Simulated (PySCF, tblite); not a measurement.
# C4H15FN2Si2: geometry, infrared bands and NMR shifts

Aim: predict the infrared bands and NMR shifts of C4H15FN2Si2 (`CNC(C)(C)[SiH2]N[SiH2]F`).

Computed with tblite 0.8.0 and PySCF 2.14.0, with density-fitted response routines of our own, on a single molecule in the gas phase. Atoms are numbered from 0 throughout.

**1. Starting geometry**

24 atoms, charge 0, multiplicity 1; geometry from: force field or distance geometry start.

Bonds of the start (Å): C0–N1 1.45, N1–C2 1.43, C2–C3 1.55, C2–C4 1.52, C2–Si5 1.83, Si5–N6 1.78, N6–Si7 1.77, Si7–F8 1.66, C0–H9 1.12, C0–H10 1.11, C0–H11 1.08, N1–H12 1.04, C3–H13 1.12, C3–H14 1.11, C3–H15 1.07, C4–H16 1.11, C4–H17 1.11, C4–H18 1.10, Si5–H19 1.46, Si5–H20 1.48, N6–H21 1.02, Si7–H22 1.49, Si7–H23 1.46.

**2. Relaxing the molecule with GFN2-xTB**

What the job is given:

```
{"job": {"kind": "relax", "xc": "GFN2-xTB", "basis": "xTB"}, "charge": 0, "multiplicity": 1}
C     -1.624800    -0.720700     1.700600
N     -1.969300     0.003000     0.495500
C     -0.924900     0.121500    -0.470500
C     -1.558000     0.930300    -1.634500
C     -0.612000    -1.242600    -1.066900
Si     0.648200     0.831700     0.137300
N      1.846700    -0.484600     0.184700
Si     3.447300    -0.023100     0.775500
F      4.500500     0.505500    -0.397800
H     -2.563300    -1.222100     2.064500
H     -1.386900     0.033100     2.483600
H     -0.864900    -1.482900     1.617800
H     -2.902600    -0.253000     0.121200
H     -2.278300     1.672800    -1.208400
H     -2.163500     0.219000    -2.231600
H     -0.822100     1.392500    -2.259700
H     -1.537300    -1.658400    -1.507800
H      0.135400    -1.074000    -1.867800
H     -0.239300    -1.902900    -0.273200
H      1.158900     1.894500    -0.723800
H      0.520600     1.425200     1.492000
H      1.823600    -1.093500    -0.638600
H      4.059500    -1.205800     1.435400
H      3.294700     1.021500     1.780100
```

On the command line:

```console
OMP_NUM_THREADS=1 python probes_run.py task.json out
```

One launch serves the whole session: the jobs run in the order shown.

**Question.** This job is followed by: GFN2-xTB harmonic vibrations, gas phase; GIAO PBE0/pcSseg-1 NMR shielding, non-relativistic, gas phase. Predict these results of the whole session: strongest single infrared mode (GFN2-xTB); zero-point energy (GFN2-xTB); 13C shifts against TMS (PBE0/pcSseg-1, means over atoms taken as alike); 1H shifts against TMS (PBE0/pcSseg-1, means over atoms taken as alike); 15N shifts against NH3 (PBE0/pcSseg-1); 29Si shifts against TMS (PBE0/pcSseg-1); 19F shifts against CFCl3 (PBE0/pcSseg-1).

As calculated:

```
                                                               quantity                                     value
                              strongest single infrared mode (GFN2-xTB)                     2295 cm⁻¹, 442 km/mol
                                           zero-point energy (GFN2-xTB)                            117.8 kcal/mol
13C shifts against TMS (PBE0/pcSseg-1, means over atoms taken as alike)                      46.6, 36.4, 26.8 ppm
 1H shifts against TMS (PBE0/pcSseg-1, means over atoms taken as alike)  5.32, 4.86, 2.76, 1.15, -0.35, -0.52 ppm
                                 15N shifts against NH3 (PBE0/pcSseg-1)                            67.2, 22.6 ppm
                                29Si shifts against TMS (PBE0/pcSseg-1)                          -14.1, -23.1 ppm
                               19F shifts against CFCl3 (PBE0/pcSseg-1)                                -202.4 ppm
```

In words: The optimisation took 257 steps and gained 0.908 eV; among the close pairs (by a distance rule), C2–Si5 changed most, from 1.830 to 1.918 Å. No mode is imaginary among the 66: a minimum at this level. The strongest single mode, at 2295 cm⁻¹, moves mainly H23. Unscaled tight-binding wavenumbers are off by several per cent, some by more. Its intensities can rank the bands wrongly. At PBE0/pcSseg-1: The largest span, 107 ppm, is at N1, where the paramagnetic term is -119 ppm.
